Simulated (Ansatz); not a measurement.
# Relaxation of Li2Cu5

The start is Li2Cu5, a structure type of another compound, with these elements put in. Where does it settle when we relax the atoms in a fixed cell, and what is it like there?

Program: Ansatz 0.2.0. Level of theory: DFT, PBE, no spin polarisation, plane waves, PAW. These are calculated values, not measurements.

## (1) Geometry

The structure is tetragonal, space group P4/mbm (No. 127). Conventional cell: a = 8.455 Å, b = 8.455 Å, c = 2.572 Å, α = 90.00°, β = 90.00°, γ = 90.00°. Around Cu (site symmetry m) lie 6 Cu at 2.56 to 2.72 Å and 4 Li at 2.56 to 2.62 Å. Li (site symmetry m2m) has 10 Cu at 2.43 to 2.62 Å and 2 Li at 2.57 Å as nearest neighbours. Around Cu (site symmetry mmm) lie 4 Li at 2.43 Å and 6 Cu at 2.56 to 2.57 Å.

Its coordinates follow in the input file.

The first density is read from a saved solution for the starting cell.

## (2) Relaxing

Contents of input.yaml:

```yaml
crystal:
  lattice:
    - [8.45544458, 0.0, 0.0]
    - [0.0, 8.45544458, 0.0]
    - [0.0, 0.0, 2.57185737]
  atoms:
    - { symbol: Cu, position: [0.2954, 0.4324, 0.0] }
    - { symbol: Cu, position: [0.5676, 0.2954, 0.0] }
    - { symbol: Cu, position: [0.7046, 0.5676, 0.0] }
    - { symbol: Cu, position: [0.4324, 0.7046, 0.0] }
    - { symbol: Cu, position: [0.7954, 0.0676, 0.0] }
    - { symbol: Cu, position: [0.0676, 0.2046, 0.0] }
    - { symbol: Cu, position: [0.2046, 0.9324, 0.0] }
    - { symbol: Cu, position: [0.9324, 0.7954, 0.0] }
    - { symbol: Li, position: [0.172, 0.672, 0.5] }
    - { symbol: Li, position: [0.328, 0.172, 0.5] }
    - { symbol: Li, position: [0.828, 0.328, 0.5] }
    - { symbol: Li, position: [0.672, 0.828, 0.5] }
    - { symbol: Cu, position: [0.0, 0.5, 0.0] }
    - { symbol: Cu, position: [0.5, 0.0, 0.0] }
  symmetry: { tolerance: 0.0003 }
kpoints:
  mp_grid: { grid: [3, 3, 10], shift: [0, 0, 0] }
magnetization:
  spin_polarized: false
scf:
  occupations: { method: fermi_dirac, width: 0.0913 }
  lower_state_search: "off"
hamiltonian:
  pseudopotentials: { kind: paw }
  xc: pbe
basis:
  ecutwfc: 420
  fft_grid_basis: typed
relax:
  max_steps: 80
output:
  forces: true
  stress: true
  eigenvalues: true
  bader: true
  populations: true
  elf: true
  write_potential: true
  volumetric_format: npy
  dos:
    e_range: [-12, 8]
    de: 0.05
    projected: { site_lists: { Cu: [Cu], Li: [Li] } }
  write_density: true
checkpoint:
  read: saved_state
```

The run is started by

```console
ansatz run input.yaml --threads 2 --pin off --max-ram 3584MiB --backend cpu --events-out ev --progress --plain --runs-dir out
```

The log of the run (excerpt; [...] marks lines left out):

```text
Warning: output.stress: scf.convergence.dr2_threshold = 1e-7 eV (the SCF's general default) is looser than the 1.4e-9 eV advised for a printed stress (1e-10 eV for each atom of the cell: 14). What an SCF threshold leaves in a stress goes as its square root, and in the free energy as the [...]
Warning: checkpoint.read: basis.xc_grid differs: saved 1, current 2 (points along each axis for each point of the dense box; where the key is left out runs that use forces, runs that use the stress, dielectric runs by a finite field, finite-displacement phonons, runs of [...]
Warning: RAYON_NUM_THREADS=2 ignored (pool sized by the plan → 2); use --threads N
[...]
Pseudopotentials: kind: paw
Pseudopotential: Cu, paw, valence charge 19, recommended cutoff 420 eV (normal), Cu.paw.azcp
Pseudopotential: Li, paw, valence charge 3, recommended cutoff 420 eV (normal), Li.paw.azcp
Functional definition: PBE
[...]
Crystal: 14 atoms, lattice volume = 183.874 Å³
Basis set: ecut = 420 eV, 3613 PW (Γ), exchange–correlation on 120×120×36 points (8 copies of the dense FFT grid, shifted against one another)
Bands: 122, of which v1, the nominal top of the filled ones, is band 101 counted from 1 (100 counted from 0)
Symmetry: 16 space group operations
Space group: P4/mbm (ITA 127), of the structure as read, at distance tolerance 1.7e-3 Å
k-points: 18 of 90
[...]
SCF iter   1: F=—  HF=-67068.244510 eV  |F-HF|=—  |Δ(HF+E_count)|=         —  Δρ=1.62e-3  dr2=3.80e-3  ethr=1.83e-6  ⟨swp⟩=2.2  Hψ=10916  notcnv=0
[...]
relax step   1: F+E_penalty+E_count = -67068.24410552 eV  Δ(F+E_penalty+E_count) = +0.000e0 eV  max|allowed force component| = 2.117e-1 eV/Å  Δτ_max = 0.0000 Å  (8 SCF iters, accepted)
[...]
relax step   3: F+E_penalty+E_count = -67068.35389741 eV  Δ(F+E_penalty+E_count) = -4.432e-2 eV  max|allowed force component| = 3.093e-2 eV/Å  Δτ_max = 0.0782 Å  (9 SCF iters, dr2 threshold 8.16e-7 eV, accepted)
[...]
relax step   4: F+E_penalty+E_count = -67068.35361169 eV  Δ(F+E_penalty+E_count) = +2.857e-4 eV  max|allowed force component| = 5.079e-2 eV/Å  Δτ_max = 0.0176 Å  (8 SCF iters, rejected (line search))
[...]
SCF iter   4: F=—  HF=-67068.355440 eV  |F-HF|=—  |Δ(HF+E_count)|=   6.09e-5  Δρ=9.36e-5  dr2=3.56e-5  ethr=2.62e-8  ⟨swp⟩=2.0  Hψ=3636  notcnv=0  defer=180
```

## (3) The log goes on

The log, continued (excerpt; [...] marks lines left out):

```text
SCF iter   5: F=—  HF=-67068.355435 eV  |F-HF|=—  |Δ(HF+E_count)|=   5.43e-6  Δρ=2.47e-5  dr2=1.40e-6  ethr=1.76e-8  ⟨swp⟩=2.2  Hψ=2691  notcnv=0  defer=180
[...]
SCF iter   8: F=-67068.355435 eV  HF=-67068.355435 eV  |F-HF|=1.79e-8  |Δ(HF+E_count)|=   3.19e-8  Δρ=3.69e-6  dr2=2.09e-8  ethr=4.95e-11  ⟨swp⟩=11.9  Hψ=13214  notcnv=0
[...]
relax step   5: F+E_penalty+E_count = -67068.35543453 eV  Δ(F+E_penalty+E_count) = -1.537e-3 eV  max|allowed force component| = 6.169e-3 eV/Å  Δτ_max = 0.0087 Å  (8 SCF iters, accepted)
SCF converged after 8 iterations
Free energy (F): -67068.355435 eV
[...]
E sigma→0 (E₀):  -67068.305857 eV
Entropy (-TS):   -0.099155 eV (-7.082 meV/atom)
Fermi energy:    11.020814 eV
[...]
--- Forces (eV/Å), atoms counted from 1 ---
  atom   1  Cu     0.00515234     0.00616886     0.00000000
  atom   2  Cu    -0.00616886     0.00515234     0.00000000
[...]
  site symbol       q [e]
     0     Cu     18.9288
     1     Cu     18.9288
     2     Cu     18.9288
     3     Cu     18.9288
     4     Cu     18.9288
     5     Cu     18.9288
     6     Cu     18.9288
     7     Cu     18.9288
     8     Li      2.8036
     9     Li      2.8036
    10     Li      2.8036
    11     Li      2.8036
    12     Cu     18.9050
    13     Cu     18.9050
  spilling = 0.007651 (of n_electrons = 202.000000)
--- Bader charges: 14 sites ---
  site symbol  charge [e]  shift [e]
     0     Cu     -0.3298     0.0003
     1     Cu     -0.3298     0.0003
     2     Cu     -0.3298     0.0003
     3     Cu     -0.3298     0.0003
     4     Cu     -0.3298     0.0003
     5     Cu     -0.3298     0.0003
     6     Cu     -0.3297     0.0003
     7     Cu     -0.3298     0.0003
     8     Li      0.8144     0.0008
     9     Li      0.8144     0.0008
    10     Li      0.8144     0.0008
    11     Li      0.8144     0.0008
    12     Cu     -0.3098     0.0004
    13     Cu     -0.3098     0.0004
  estimated error of the sums over rays = 3.4e-4 e
```

It took 3 min on 2 threads of an Arm CPU, shared host; peak memory 0.75 GiB.

The steps of the relaxation:

```tsv
step	energy from step 1 (eV/cell)	largest force component (eV/Å)
1	0.0000	0.2117
2	-0.0655	0.1142
3	-0.1098	0.0309
4x	-0.1095	0.0508
5	-0.1113	0.0062
```

Step 1 is the start. 1 step was tried and not accepted (marked x).

The largest move, 0.14 Å, is shared by several atoms, Li10 among them.

## (4) States by energy

States per cell by energy window, from dos.tsv and pdos.tsv (tetrahedra; eV from the Fermi level):

```tsv
from	to	total	Cu s	Cu d
-4.5	-4.0	2.79	1.36	1.11
-4.0	-3.5	9.14	1.38	7.31
-3.5	-3.0	24.45	0.61	23.45
-3.0	-2.5	19.48	0.34	18.75
-2.5	-2.0	24.35	0.31	23.85
-2.0	-1.5	20.10	0.68	19.10
-1.5	-1.0	3.82	0.69	2.66
-1.0	-0.5	2.06	0.71	0.72
-0.5	0.0	2.34	0.94	0.61
0.0	0.5	2.34	0.99	0.46
0.5	1.0	2.23	0.78	0.29
1.0	1.5	1.86	0.54	0.18
1.5	2.0	1.95	0.53	0.16
2.0	2.5	1.96	0.55	0.12
2.5	3.0	1.76	0.43	0.08
3.0	3.5	1.28	0.26	0.05
```

## (5) How the electrons are shared

Gathered by element (positive charge: electrons given up): Löwdin charges also hold the electrons that the projection spills.

```tsv
element	atoms	Bader charge (e)	Bader volume (Å³)	Löwdin charge (e)
Cu	10	-0.33 to -0.31	16.4 to 17.3	+0.07 to +0.09
Li	4	+0.81	3.2	+0.20
```

Löwdin charges rest on a small set of atomic orbitals that misses 0.8 % of the electrons, so they need not add up to the cell's charge and can differ from Bader's even in sign.

## (6) Maps of the fields

Maps in the plane spanned by b and c at height 0.294 along a (axes of the input's cell), one cell: b runs left to right (26 points from zero), c bottom to top (8 points), 90° apart. Inside the augmentation spheres the fields are the smooth ones.

Valence density. Ten steps from '0' (0.09 e/Å³) to '9' (54.90 e/Å³), finer at the low end (step k begins (100^(k/10) - 1)/99 of the way up):
```
10000000014774100000000111
00000000002332000000000000
00002310000000000000000000
00004530000000000000000000
00002310000000000000000000
00000000002332000000000000
10000000014774100000000111
10000000016996200000000122
```

ELF. Ten even steps from '0' (0.03) to '9' (0.99):
```
12321012212552123222221111
12200001211111123222221111
22006820221111222111222111
22009960122222221001122222
22006820221111222111222111
12200001211111123222221111
12321012212552123222221111
11332223113883123222221111
```

Atoms within 0.2 Å of the plane, in fractions of b and c: Cu at (0.44, 0.00), Li at (0.18, 0.50).

At the density minimum on some short contacts:

```tsv
contact	length (Å)	minimum at (fraction)	density (e/Å³)	ELF
Li9–Li9	2.572	0.40	0.085	0.11
```

```
fraction  Li9–Li9
     0.2    0.895
     0.3    0.101
     0.4   0.0845
     0.5   0.0864
     0.6   0.0845
     0.7    0.101
     0.8    0.895
```

(Smooth valence density in e/Å³ at fractions of each contact.)

## (7) Summary of results

```
                                                 quantity                          value
                                                    moves                              3
                                            energy gained                   8.0 meV/atom
                                             largest move                    0.14 Å (Li)
                     space group (0.01 Å), before / after                P4/mbm / P4/mbm
                          pressure left in the fixed cell                       -2.0 GPa
                                                character                          metal
density of states, mean within 0.25 eV of the Fermi level            4.6 per eV per cell
                                            Bader charges  Cu -0.33 to -0.31, Li +0.81 e
```

**Reading.** In the fixed cell the largest move of an atom is 0.14 Å; the energy fell by 8.0 meV per atom. With 16 symmetry operations imposed, the end may be a saddle point towards distortions that break them. It is a metal; within 0.25 eV of the Fermi level the density of states averages 4.6 per eV per cell. By Bader's partition Li gives up most (+0.81 e) and Cu takes most (-0.33 e).

Limits of this run: the SCF threshold is loose for a stress.
